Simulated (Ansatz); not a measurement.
# Fe3Ge: the cost of one run

Program: Ansatz 0.2.0. Level of theory: DFT r2SCAN, scalar-relativistic, plane waves, PAW. These are calculated values, not measurements.

## (1) The system as given

Symmetry: Pm-3m, No. 221, cubic system. The conventional cell has a = 3.663 Å, b = 3.663 Å, c = 3.663 Å, α = 90.00°, β = 90.00°, γ = 90.00°. Fe (site symmetry 4/mmm) has 8 Fe at 2.59 Å and 4 Ge at 2.59 Å as nearest neighbours. Ge (site symmetry m-3m) has 12 Fe at 2.59 Å as nearest neighbours.

As a file:

```
Fe Ge
1.0
     3.66267    0.00000    0.00000
     0.00000    3.66267    0.00000
     0.00000    0.00000    3.66267
Fe Ge
3 1
Cartesian
  0.0000 1.8313 1.8313
  1.8313 1.8313 0.0000
  1.8313 0.0000 1.8313
  0.0000 0.0000 0.0000
```

It goes back to an entry of the Materials Project, which need not be the stable form.

It is the result of an earlier relaxation at this level (volume 12.28 Å³/atom; gap on the mesh: none (metal), site moments up to 2.7 μB).

## (2) The cell scaled to 0.97 of its volume

input.yaml

```yaml
crystal:
  lattice:
    - [3.6256682231, 0.0, 0.0]
    - [0.0, 3.6256682231, 0.0]
    - [0.0, 0.0, 3.6256682231]
  atoms:
    - { symbol: Fe, position: [0.0, 0.5, 0.5], spin: 3.0 }
    - { symbol: Fe, position: [0.5, 0.5, 0.0], spin: 3.0 }
    - { symbol: Fe, position: [0.5, 0.0, 0.5], spin: 3.0 }
    - { symbol: Ge, position: [0.0, 0.0, 0.0], spin: -0.15 }
basis:
  ecutwfc: 500
kpoints:
  mp_grid: { grid: [12, 12, 12] }
hamiltonian:
  xc: r2scan
scf:
  occupations: { method: gaussian, width: 0.1 }
output:
  forces: true
  stress: true
  eigenvalues: true
  populations: true
magnetization:
  spin_polarized: true
```

The run is started by

```bash
$ ansatz run input.yaml --threads 1 --pin off --max-ram 2560MiB --backend cpu --events-out ev --progress --plain --runs-dir out
```

What time and memory should one allow on 1 thread of Arm Neoverse V2, shared host?

About 84 s, with a peak of 0.67 GiB.
